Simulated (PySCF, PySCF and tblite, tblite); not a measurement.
# C12H12Ge: conformers and averaged spectra, part 2 of 2

PySCF and tblite. Atoms count from 0. Earlier steps stand in the parts before.

## Step 7: Shieldings, conformer 1: BLYP/6-31G*

Job settings and geometry (Å):

```
{"job": {"xc": "BLYP", "basis": "6-31G*", "kind": "nmr", "pop": false}, "charge": 0, "multiplicity": 1}
C     -3.908319     0.406290     0.730644
C     -3.810016     0.367103    -0.649673
C     -2.650793    -0.094678    -1.247456
C     -1.577042    -0.523138    -0.478048
Ge     0.082958    -1.167351    -1.299019
C      1.635887    -0.317057    -0.456380
C      2.733340    -1.057859    -0.037611
C      3.815877    -0.440530     0.563593
C      3.812264     0.930683     0.754144
C      2.722324     1.680866     0.344569
C      1.643227     1.058001    -0.254522
C     -1.687372    -0.474156     0.906505
C     -2.843453    -0.014971     1.509813
H     -4.812479     0.767065     1.199292
H     -4.638146     0.698556    -1.259959
H     -2.572729    -0.124281    -2.326732
H      0.021609    -0.878073    -2.778059
H      0.230734    -2.662078    -1.161769
H      2.734998    -2.130139    -0.186230
H      4.663904    -1.028379     0.885238
H      4.656754     1.414456     1.223265
H      2.715375     2.751248     0.494232
H      0.787510     1.642697    -0.569232
H     -0.851387    -0.797017     1.514817
H     -2.915962     0.016886     2.587711
```

Output:

```text
coarse grid: 99240 points
cycle   1  E = -2540.8229732903  dE =  1.251e+00  |g| = 9.351e-01  |ddm| = 5.456e+00
cycle   2  E = -2540.5664912493  dE =  2.565e-01  |g| = 1.419e+00  |ddm| = 2.685e+00
cycle   3  E = -2541.0148140964  dE = -4.483e-01  |g| = 1.188e-01  |ddm| = 1.899e+00
cycle   4  E = -2541.0169059799  dE = -2.092e-03  |g| = 8.778e-02  |ddm| = 2.429e-01
cycle   5  E = -2541.0189747609  dE = -2.069e-03  |g| = 2.718e-02  |ddm| = 1.270e-01
cycle   6  E = -2541.0192108767  dE = -2.361e-04  |g| = 6.208e-03  |ddm| = 4.333e-02
cycle   7  E = -2541.0192211948  dE = -1.032e-05  |g| = 2.766e-03  |ddm| = 1.011e-02
cycle   8  E = -2541.0192232410  dE = -2.046e-06  |g| = 7.360e-04  |ddm| = 3.426e-03
final grid: 212000 points
cycle   9  E = -2541.0191898928  dE =  6.423e-07  |g| = 1.724e-03  |ddm| = 3.945e-03
cycle  10  E = -2541.0191850360  dE =  4.857e-06  |g| = 4.353e-03  |ddm| = 6.659e-03
cycle  11  E = -2541.0191907333  dE = -5.697e-06  |g| = 3.392e-04  |ddm| = 4.925e-03
cycle  12  E = -2541.0191907601  dE = -2.683e-08  |g| = 4.377e-05  |ddm| = 3.443e-04
cycle  13  E = -2541.0191907606  dE = -4.284e-10  |g| = 1.434e-05  |ddm| = 5.695e-05
converged SCF energy = -2541.0191907606

GIAO shielding tensors (ppm)
atom      isotropic    diamagn.    paramagn.     s11        s22        s33       span
  0 C       70.164     253.032    -182.867    -22.108     54.820    177.780    199.888
  1 C       71.664     253.445    -181.781    -20.650     59.963    175.680    196.329
  2 C       63.369     261.049    -197.680    -35.001     58.295    166.813    201.814
  3 C       60.865     254.387    -193.522    -13.805     19.834    176.565    190.370
  4 Ge    1552.023    2767.041   -1215.018   1471.609   1527.372   1657.090    185.481
  5 C       60.862     254.389    -193.527    -13.799     19.833    176.552    190.351
  6 C       63.376     261.037    -197.661    -34.982     58.286    166.825    201.806
  7 C       71.659     253.440    -181.781    -20.659     59.962    175.673    196.332
  8 C       70.156     253.017    -182.861    -22.118     54.813    177.774    199.892
  9 C       71.425     257.514    -186.089    -22.015     60.313    175.978    197.993
 10 C       63.615     265.395    -201.780    -34.633     53.957    171.519    206.152
 11 C       63.621     265.397    -201.775    -34.619     53.957    171.526    206.145
 12 C       71.420     257.513    -186.093    -22.020     60.300    175.980    198.000
 13 H       25.302      25.289       0.013     22.029     25.736     28.140      6.111
 14 H       25.284      26.119      -0.835     21.829     25.609     28.414      6.586
 15 H       24.845      32.793      -7.948     20.355     23.283     30.896     10.541
 16 H       27.178      33.553      -6.374     20.683     22.566     38.287     17.604
 17 H       27.178      33.553      -6.375     20.683     22.563     38.287     17.603
 18 H       24.844      32.785      -7.941     20.355     23.283     30.894     10.539
 19 H       25.283      26.112      -0.829     21.828     25.608     28.414      6.586
 20 H       25.302      25.287       0.016     22.029     25.737     28.142      6.113
 21 H       25.369      30.953      -5.584     21.791     25.305     29.012      7.221
 22 H       25.172      39.348     -14.176     20.435     22.807     32.274     11.839
 23 H       25.170      39.338     -14.169     20.439     22.804     32.266     11.827
 24 H       25.368      30.950      -5.581     21.791     25.306     29.009      7.218
```

Wall time 65 s (1 thread of Intel Xeon 6975P-C, shared host); peak memory 1.1 GiB.

Key values: HOMO -5.68 eV, LUMO -0.76 eV; dipole 0.90 D.

## Step 8: Single-point energy, conformer 1: OPBE/6-31G*

Changed since step 7:

```diff
@@ -1,2 +1,2 @@
-{"job": {"xc": "BLYP", "basis": "6-31G*", "kind": "nmr", "pop": false}, "charge": 0, "multiplicity": 1}
+{"job": {"xc": "OPBE", "basis": "6-31G*", "kind": "sp"}, "charge": 0, "multiplicity": 1}
 C     -3.908319     0.406290     0.730644
```

Output:

```text
coarse grid: 99240 points
cycle   1  E = -2541.4696857338  dE =  1.208e+00  |g| = 6.972e-01  |ddm| = 5.255e+00
cycle   2  E = -2541.3404253222  dE =  1.293e-01  |g| = 1.008e+00  |ddm| = 1.997e+00
cycle   3  E = -2541.5977865278  dE = -2.574e-01  |g| = 9.212e-02  |ddm| = 1.320e+00
cycle   4  E = -2541.5986718200  dE = -8.853e-04  |g| = 7.190e-02  |ddm| = 1.799e-01
cycle   5  E = -2541.6001283906  dE = -1.457e-03  |g| = 1.811e-02  |ddm| = 9.749e-02
cycle   6  E = -2541.6002236934  dE = -9.530e-05  |g| = 6.615e-03  |ddm| = 2.890e-02
cycle   7  E = -2541.6002313662  dE = -7.673e-06  |g| = 2.208e-03  |ddm| = 7.776e-03
final grid: 212000 points
cycle   8  E = -2541.6004628017  dE =  7.402e-06  |g| = 5.413e-03  |ddm| = 8.654e-03
cycle   9  E = -2541.6004116973  dE =  5.110e-05  |g| = 1.389e-02  |ddm| = 2.118e-02
cycle  10  E = -2541.6004716920  dE = -5.999e-05  |g| = 5.736e-04  |ddm| = 1.557e-02
cycle  11  E = -2541.6004717818  dE = -8.982e-08  |g| = 1.322e-04  |ddm| = 7.302e-04
cycle  12  E = -2541.6004717864  dE = -4.529e-09  |g| = 4.760e-05  |ddm| = 1.857e-04
cycle  13  E = -2541.6004717870  dE = -6.203e-10  |g| = 5.904e-06  |ddm| = 5.800e-05
converged SCF energy = -2541.6004717870
```

It took 44 s on 1 thread of Intel Xeon 6975P-C, shared host; peak memory 0.62 GiB.

Key values: HOMO -6.01 eV, LUMO -0.99 eV; dipole 0.86 D.

## Step 9: Shieldings, conformer 2: BLYP/6-31G*

Job settings and geometry (Å):

```
{"job": {"xc": "BLYP", "basis": "6-31G*", "kind": "nmr", "pop": false}, "charge": 0, "multiplicity": 1}
C      3.770580    -0.705154    -1.267838
C      3.167648     0.450378    -1.735438
C      2.118762     1.014478    -1.032438
C      1.658110     0.436437     0.143351
Ge     0.127328     1.202155     1.100326
C     -1.562933     0.444141     0.456903
C     -2.085726    -0.710390     1.024787
C     -3.257070    -1.267818     0.545164
C     -3.920637    -0.675096    -0.515912
C     -3.408161     0.474427    -1.093408
C     -2.236606     1.026745    -0.608726
C      2.270234    -0.723425     0.600313
C      3.320834    -1.291651    -0.096824
H      4.590771    -1.147515    -1.814620
H      3.517137     0.911210    -2.648473
H      1.649774     1.920265    -1.395685
H      0.109032     2.694357     0.891748
H      0.270240     0.921308     2.573894
H     -1.567717    -1.172331     1.855848
H     -3.654809    -2.164680     0.998719
H     -4.836779    -1.107513    -0.891554
H     -3.923993     0.939902    -1.921348
H     -1.836727     1.927075    -1.058140
H      1.918785    -1.181010     1.516606
H      3.790986    -2.192151     0.272354
```

Output:

```text
coarse grid: 99240 points
cycle   1  E = -2540.8201939555  dE =  1.255e+00  |g| = 9.387e-01  |ddm| = 5.459e+00
cycle   2  E = -2540.5560616437  dE =  2.641e-01  |g| = 1.432e+00  |ddm| = 2.725e+00
cycle   3  E = -2541.0145556381  dE = -4.585e-01  |g| = 1.191e-01  |ddm| = 1.924e+00
cycle   4  E = -2541.0164630744  dE = -1.907e-03  |g| = 8.809e-02  |ddm| = 2.286e-01
cycle   5  E = -2541.0185031961  dE = -2.040e-03  |g| = 2.842e-02  |ddm| = 1.279e-01
cycle   6  E = -2541.0187718140  dE = -2.686e-04  |g| = 4.544e-03  |ddm| = 4.410e-02
cycle   7  E = -2541.0187774427  dE = -5.629e-06  |g| = 1.726e-03  |ddm| = 6.713e-03
final grid: 212000 points
cycle   8  E = -2541.0187668232  dE =  1.675e-06  |g| = 3.205e-03  |ddm| = 5.696e-03
cycle   9  E = -2541.0187598865  dE =  6.937e-06  |g| = 6.140e-03  |ddm| = 8.839e-03
cycle  10  E = -2541.0187693882  dE = -9.502e-06  |g| = 2.531e-04  |ddm| = 5.802e-03
cycle  11  E = -2541.0187693988  dE = -1.058e-08  |g| = 9.483e-05  |ddm| = 2.969e-04
cycle  12  E = -2541.0187694016  dE = -2.767e-09  |g| = 1.254e-05  |ddm| = 1.196e-04
cycle  13  E = -2541.0187694016  dE = -3.502e-11  |g| = 4.049e-06  |ddm| = 1.583e-05
converged SCF energy = -2541.0187694016

GIAO shielding tensors (ppm)
atom      isotropic    diamagn.    paramagn.     s11        s22        s33       span
  0 C       70.392     252.963    -182.571    -22.045     55.398    177.823    199.868
  1 C       71.521     255.217    -183.696    -21.035     59.944    175.655    196.690
  2 C       64.648     262.855    -198.207    -31.901     58.492    167.352    199.254
  3 C       58.543     254.929    -196.385    -14.743     13.910    176.464    191.208
  4 Ge    1544.657    2767.467   -1222.810   1489.706   1569.097   1575.168     85.462
  5 C       58.532     254.865    -196.333    -14.744     13.899    176.440    191.184
  6 C       64.672     263.291    -198.619    -31.866     58.446    167.436    199.302
  7 C       71.520     255.676    -184.156    -21.017     59.929    175.648    196.665
  8 C       70.395     253.015    -182.620    -22.033     55.397    177.820    199.853
  9 C       71.526     255.286    -183.761    -21.028     59.962    175.643    196.671
 10 C       64.584     262.868    -198.284    -31.986     58.446    167.291    199.277
 11 C       64.635     263.291    -198.656    -31.936     58.461    167.379    199.316
 12 C       71.517     255.652    -184.135    -21.042     59.938    175.654    196.696
 13 H       25.362      25.186       0.176     21.930     25.865     28.292      6.363
 14 H       25.349      28.217      -2.868     21.707     25.602     28.737      7.029
 15 H       24.896      35.794     -10.897     20.077     23.359     31.254     11.177
 16 H       27.231      33.748      -6.517     21.489     21.987     38.216     16.727
 17 H       27.217      33.913      -6.696     21.476     21.959     38.215     16.739
 18 H       24.899      36.437     -11.538     20.074     23.367     31.254     11.181
 19 H       25.349      28.776      -3.428     21.706     25.604     28.736      7.030
 20 H       25.363      25.249       0.114     21.929     25.868     28.292      6.363
 21 H       25.349      28.274      -2.925     21.706     25.602     28.739      7.033
 22 H       24.897      35.825     -10.928     20.065     23.349     31.278     11.213
 23 H       24.896      36.446     -11.550     20.070     23.359     31.258     11.188
 24 H       25.348      28.741      -3.393     21.706     25.602     28.737      7.031
```

It took 65 s on 1 thread of Intel Xeon 6975P-C, shared host; peak memory 1 GiB.

In short: HOMO -5.67 eV, LUMO -0.87 eV; dipole 0.83 D.

## Step 10: Single-point energy, conformer 2: OPBE/6-31G*

Changed since step 9:

```diff
@@ -1,2 +1,2 @@
-{"job": {"xc": "BLYP", "basis": "6-31G*", "kind": "nmr", "pop": false}, "charge": 0, "multiplicity": 1}
+{"job": {"xc": "OPBE", "basis": "6-31G*", "kind": "sp"}, "charge": 0, "multiplicity": 1}
 C      3.770580    -0.705154    -1.267838
```

Output:

```text
coarse grid: 99240 points
cycle   1  E = -2541.4667194282  dE =  1.213e+00  |g| = 7.028e-01  |ddm| = 5.255e+00
cycle   2  E = -2541.3310827156  dE =  1.356e-01  |g| = 1.024e+00  |ddm| = 2.042e+00
cycle   3  E = -2541.5975809118  dE = -2.665e-01  |g| = 8.997e-02  |ddm| = 1.346e+00
cycle   4  E = -2541.5982987577  dE = -7.178e-04  |g| = 7.119e-02  |ddm| = 1.663e-01
cycle   5  E = -2541.5997081601  dE = -1.409e-03  |g| = 1.880e-02  |ddm| = 9.755e-02
cycle   6  E = -2541.5998187101  dE = -1.106e-04  |g| = 5.580e-03  |ddm| = 2.914e-02
cycle   7  E = -2541.5998237781  dE = -5.068e-06  |g| = 7.432e-04  |ddm| = 5.179e-03
final grid: 212000 points
cycle   8  E = -2541.5999899100  dE = -1.534e-07  |g| = 1.132e-03  |ddm| = 4.591e-03
cycle   9  E = -2541.5999888186  dE =  1.091e-06  |g| = 2.234e-03  |ddm| = 3.952e-03
cycle  10  E = -2541.5999902112  dE = -1.393e-06  |g| = 4.760e-04  |ddm| = 2.754e-03
cycle  11  E = -2541.5999902715  dE = -6.028e-08  |g| = 1.031e-04  |ddm| = 5.616e-04
cycle  12  E = -2541.5999902744  dE = -2.949e-09  |g| = 1.149e-05  |ddm| = 1.200e-04
cycle  13  E = -2541.5999902745  dE = -2.638e-11  |g| = 5.906e-06  |ddm| = 2.083e-05
converged SCF energy = -2541.5999902745
```

It took 45 s on 1 thread of Intel Xeon 6975P-C, shared host; peak memory 0.62 GiB.

Key values: HOMO -6.00 eV, LUMO -1.12 eV; dipole 0.80 D.

## Step 11: Boltzmann average: properties at BLYP/6-31G*

Job settings and geometry (Å):

```
{"job": {"study": "conf", "smiles": "c1cc[c]([GeH2][c]2ccccc2)cc1", "search": {"seed": 9629, "n_embed": 90, "ff_keep": 18, "window": 5.0, "nmax": 9, "temps": [150, 200, 220, 250, 298.15], "t_ref": 298.15, "order": 0.0005, "w0": 0}, "level": {"nmr": {"xc": "BLYP", "basis": "6-31G*"}, "sp": {"xc": "OPBE", "basis": "6-31G*"}, "change": "BLYP/6-31G*; energies OPBE/6-31G*", "top": 4}, "kind": "conf"}, "charge": 0, "multiplicity": 1}
C     -3.908319     0.406290     0.730644
C     -3.810016     0.367103    -0.649673
C     -2.650793    -0.094678    -1.247456
C     -1.577042    -0.523138    -0.478048
Ge     0.082958    -1.167351    -1.299019
C      1.635887    -0.317057    -0.456380
C      2.733340    -1.057859    -0.037611
C      3.815877    -0.440530     0.563593
C      3.812264     0.930683     0.754144
C      2.722324     1.680866     0.344569
C      1.643227     1.058001    -0.254522
C     -1.687372    -0.474156     0.906505
C     -2.843453    -0.014971     1.509813
H     -4.812479     0.767065     1.199292
H     -4.638146     0.698556    -1.259959
H     -2.572729    -0.124281    -2.326732
H      0.021609    -0.878073    -2.778059
H      0.230734    -2.662078    -1.161769
H      2.734998    -2.130139    -0.186230
H      4.663904    -1.028379     0.885238
H      4.656754     1.414456     1.223265
H      2.715375     2.751248     0.494232
H      0.787510     1.642697    -0.569232
H     -0.851387    -0.797017     1.514817
H     -2.915962     0.016886     2.587711
```

Output:

```text
conformer  sym    E(xTB)   E(DFT)   G(298.15 K)  weight  dipole/D
    1     C2      0.000    0.000    0.000   0.9749    0.855
    2     C2v     0.277    0.973    2.167   0.0251    0.797

mean shielding (ppm) by class
class atoms           150 K      200 K      220 K      250 K   298.15 K
  0 C  0,8           70.162     70.163     70.164     70.165     70.166
  1 C  1,7,9         71.542     71.542     71.542     71.542     71.542
  2 C  2,6,10        63.501     63.508     63.512     63.516     63.524
  3 C  3,5           60.851     60.837      60.83      60.82     60.805
  4 Ge 4           1551.986   1551.939   1551.918   1551.887   1551.838
  5 H  13,20         25.302     25.303     25.303     25.303     25.304
  6 H  14,19,21      25.326     25.326     25.326     25.327     25.327
  7 H  15,18,22      25.007     25.006     25.006     25.006     25.005
  8 H  16,17         27.178     27.179     27.179     27.179     27.179
```

Wall time 3.7 min (1 thread of Intel Xeon 6975P-C, shared host). This counts the runs that the step sums up.

Against the first level, at 298 K (shieldings, ppm; largest changes first):

```tsv
atoms	PBE0/6-31G*	BLYP/6-31G*	change
Ge4	1608	1552	-56
C3, C5	66.8	60.8	-6.0
C1, C7, C9, C12	74.9	71.5	-3.4
C2, C6, C10, C11	66.5	63.5	-2.9
C0, C8	73.1	70.2	-2.9
H13, H20	24.95	25.30	+0.36
H14, H19, H21, H24	24.99	25.33	+0.34
H15, H18, H22, H23	24.68	25.00	+0.33
H16, H17	27.05	27.18	+0.13
```

Weights: from PBE0/6-31G* energies 1: 97 %, 2: 3 %; from OPBE/6-31G* energies 1: 97 %, 2: 3 % (with a dispersion term where the level has one and the same thermal terms, so they don't follow from the SCF energies alone). Times: 1.7 min and 3.7 min.

## Step 12: What came out

This closing draws on all 2 parts.

| quantity | value |
| --- | --- |
| conformers | 2; the first in weight is no. 1 (C2), 97 % at 298 K |
| root-mean-square dipole | 0.88 D |
| averaged 13C shifts (PBE0/6-31G*) | 129.9, 129.6, 123.3, 121.5 ppm |
| averaged 1H shifts (PBE0/6-31G*) | 7.73, 7.47, 7.42, 5.36 ppm |

In words: Conformer 1 leads with 97 % at 298 K, and its share goes from 99 % at 150 K to 97 % at 298 K. Spin-orbit coupling is left out, which matters at and beside the heavy atoms. Going from PBE0/6-31G* to BLYP/6-31G* moves Ge4 most, by 56 ppm of raw shielding; the energies behind both averages, dispersion terms included where typed, rank the same conformer first.
